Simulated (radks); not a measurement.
# Zn³⁺ in [Ar] 3d9: an all-electron calculation

An exercise on one series of results from a longer session: the logs are not shown, and one member is left open.

The numbers are computed with radks (a radial shooting solver on a logarithmic mesh, Libxc functionals) version 1 (Dirac Kohn-Sham, PBE, spin-unpolarised, spherical densities, finite nucleus; open shells fill j = l - 1/2 first), except any that are marked as measured or tabulated.

### Starting point

- element: zinc (Z = 30)
- charge: +3
- electrons: 27
- configuration: [Ar] 3d9
- nuclear rms radius: 3.9283 fm

Set-up of the first run:

Settings of this run:

```text
Z 30
configuration [Ar] 3d9 4s0 4p0 4d0 4f0
relativity Dirac
functional pbe,pbe
spin unpolarised
j_filling energy
nucleus finite rms 3.9283 fm
c 137.035999084
```

One of the session's tables, all rows but one given; the rest of the session is left out.

It belongs to the step «Orbitals and density». Sizes of the orbitals, from the radial functions (bohr):

```
level     <r>  outermost maximum (interpolated)  90 % within  nodes
1s1/2       ?                                 ?            ?      ?
2s1/2  0.2260                             0.189        0.350      1
2p1/2  0.1959                             0.150        0.321      0
2p3/2  0.1993                             0.153        0.326      0
3s1/2  0.6775                             0.587         1.01      2
3p1/2  0.6995                             0.586         1.08      1
3p3/2  0.7097                             0.594         1.09      1
3d3/2  0.8175                             0.558         1.39      0
3d5/2  0.8224                             0.561         1.40      0
4s1/2   2.009                              1.77         2.93      3
4p1/2   2.315                              2.03         3.40      2
4p3/2   2.338                              2.05         3.44      2
```

Estimate the missing values for 1s1/2.

**Answer.** <r>: 0.05031; outermost maximum (interpolated): 0.0329; 90 % within: 0.0899; nodes: 0. In the column «<r>» it is the lowest.

To keep in mind: Spin polarisation and multiplet splitting are left out.
